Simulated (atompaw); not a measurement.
**A PAW (atompaw) potential for N, from input to tests**

Do these settings give a usable potential? It is generated, then checked for scattering, ghosts and hardness.

The numbers are computed with atompaw 4.2.0.5 (LDA (PW92), scalar-relativistic, spin-unpolarised reference atom).

## (1) Starting point

Typed settings, in words:

- element: nitrogen (N, Z = 7)
- type: PAW
- frozen core: [He]
- valence charge: 5
- reference configuration: 2s2 2p1 (charge +2)
- partial waves: 2s (bound): rc 0.80 bohr; 2s channel at -3.25 Ry: rc 0.80 bohr; 2p (bound): rc 2.50 bohr; 2p channel at -1.55 Ry: rc 2.50 bohr; 3d channel at 0.15 Ry: rc 2.50 bohr; 3d channel at 2.65 Ry: rc 2.25 bohr
- local potential: bessel scheme, radius 1.70 bohr
- core correction: smooth core density matched at 2.40 bohr
- augmentation charge: besselshape compensation charge, radius 2.20 bohr; PAW radius 2.50 bohr; waves and projectors: custom polynom vanderbiltortho

An earlier all-electron run gives the scale for the radii.

All-electron outer shells of the reference configuration (LDA (PW92), scalar-relativistic, ld1.x):

```csv
shell,level (eV),outermost node (bohr),outermost maximum (bohr)
2s,-48.90,0.32,0.96
2p,-37.62,–,0.85
3d,-7.98,–,3.02
4f,-3.52,–,7.42
```

## (2) Generating the potential

Contents of N.input:

```
N 7
LDA-PW scalarrelativistic loggrid 1500 logderivrange -6 5 276
2 2 0 0 0 0
2 1 1
0 0 0
c
v
v
2
2.50 2.20 1.70 2.40
y
-3.25
n
y
-1.55
n
y
0.15
y
2.65
n
custom polynom vanderbiltortho besselshape
bessel
0.80
0.80
2.50
2.50
2.50
2.25
PWSCFOUT
UPFDX 0.0125d0 UPFXMIN -7.d0 UPFZMESH 7.d0
END
```

Run with:

```
$ atompaw < N.input > N.log
```

**Question.** What will these runs give? Wanted: cutoffs for 10 and 1 mRy, occupied levels; bound ghosts; largest phase difference near zero energy, channels read; lowest eigenvalue of the overlap; share of valence orbitals outside the PAW sphere; UPF file.

**Answer**, as computed:

```
                                                quantity            value
               cutoffs for 10 and 1 mRy, occupied levels  70 Ry and 90 Ry
                                            bound ghosts       none found
largest phase difference near zero energy, channels read        0.155 rad
         lowest eigenvalue of the overlap (Bessel basis)        0.896 (s)
        share of valence orbitals outside the PAW sphere   2s 2 %, 2p 2 %
                                                UPF file          written
```

In words: It counts as of middling hardness, with 70 Ry needed at the looser tolerance. The slowest occupied level is 2s: taken alone it needs 90 Ry to come within 1 mRy, against 12 Ry for 2p. The Bessel-basis test finds no level below the valence levels. Of the channels read, p scatters worst near zero energy, by up to 0.16 rad. These are tests on the free atom; a crystal test is still owed.
